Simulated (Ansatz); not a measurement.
# C₄H₂F₄: small, medium and large basis sets

One table from this session's results is given with a row withheld; the runs are named, their logs left out.

Program: Ansatz 0.2.0, Gaussian basis. Level of theory: one geometry, several basis sets. These are calculated values, not measurements.

The runs, in order: PBE0-D4/def2-SVP; ωB97M-V/def2-SVP; PBE0-D4/def2-QZVPP; ωB97M-V/def2-QZVPP; the functionals' def2-TZVPP values are taken from earlier runs.

## The relaxed structure

All runs share one geometry, relaxed beforehand with PBE0-D4 in a triple-zeta def2 set.

10 atoms, charge 0, spin multiplicity 1.

Atoms are counted from 1 here; the program's logs count them from 0.

Bond lengths: F1–C2 1.375 Å, C2–C3 1.453 Å, C2–H9 1.094 Å, C2–H10 1.094 Å, C3–C4 1.198 Å, C4–C5 1.460 Å, C5–F6 1.335 Å, C5–F7 1.335 Å, C5–F8 1.336 Å. Angles: F1–C2–C3 111.1°, F1–C2–H9 108.5°, F1–C2–H10 108.5°, C3–C2–H9 109.9°, C3–C2–H10 109.9°, H9–C2–H10 108.8°, C2–C3–C4 179.1°, C3–C4–C5 180.0°, C4–C5–F6 111.4°, C4–C5–F7 111.4°, C4–C5–F8 110.8°, F6–C5–F7 107.6°, F6–C5–F8 107.7°, F7–C5–F8 107.7°.

Set-up of the first run:

Input file in.yaml:

```yaml
crystal:
  periodic: [false, false, false]
  atoms:
    - {symbol: F, position_ang: [1.880915, -1.587570, 1.493928]}
    - {symbol: C, position_ang: [1.788739, -0.298002, 1.025607]}
    - {symbol: C, position_ang: [0.543263, -0.090405, 0.307305]}
    - {symbol: C, position_ang: [-0.478849, 0.098371, -0.287991]}
    - {symbol: C, position_ang: [-1.724954, 0.328069, -1.013457]}
    - {symbol: F, position_ang: [-2.787687, 0.161826, -0.222632]}
    - {symbol: F, position_ang: [-1.852364, -0.513539, -2.041884]}
    - {symbol: F, position_ang: [-1.770486, 1.572171, -1.498389]}
    - {symbol: H, position_ang: [1.846289, 0.385898, 1.878095]}
    - {symbol: H, position_ang: [2.638335, -0.107918, 0.362417]}
basis:
  gaussian: {orbitals: def2-SVP}
hamiltonian: {xc: pbe0, dispersion: d4}
output: {orbitals: {seedname: orbitals}}
```

Started as:

```bash
> ansatz run in.yaml --threads 4 --pin off --events-out ev --progress --plain --max-ram 11315MiB
```

Among the steps run: PBE0-D4 in def2-SVP; ωB97M-V in def2-SVP; PBE0-D4 in def2-QZVPP; ωB97M-V in def2-QZVPP.

One of the session's tables, all rows but one given; the rest of the session is left out.

It belongs to the step «Functionals by basis». 

| functional | basis | HOMO (eV) |
| --- | --- | --- |
| PBE0-D4 | def2-SVP | -8.92 |
| PBE0-D4 | def2-TZVPP | -8.96 |
| PBE0-D4 | def2-QZVPP | ? |
| ωB97M-V | def2-SVP | -11.17 |
| ωB97M-V | def2-TZVPP | -11.23 |
| ωB97M-V | def2-QZVPP | -11.26 |

Estimate the missing values for PBE0-D4, def2-QZVPP.

As computed: HOMO (eV): -8.99. In the column «HOMO (eV)» it lies between ωB97M-V, def2-SVP (-11.17) and PBE0-D4, def2-TZVPP (-8.96).
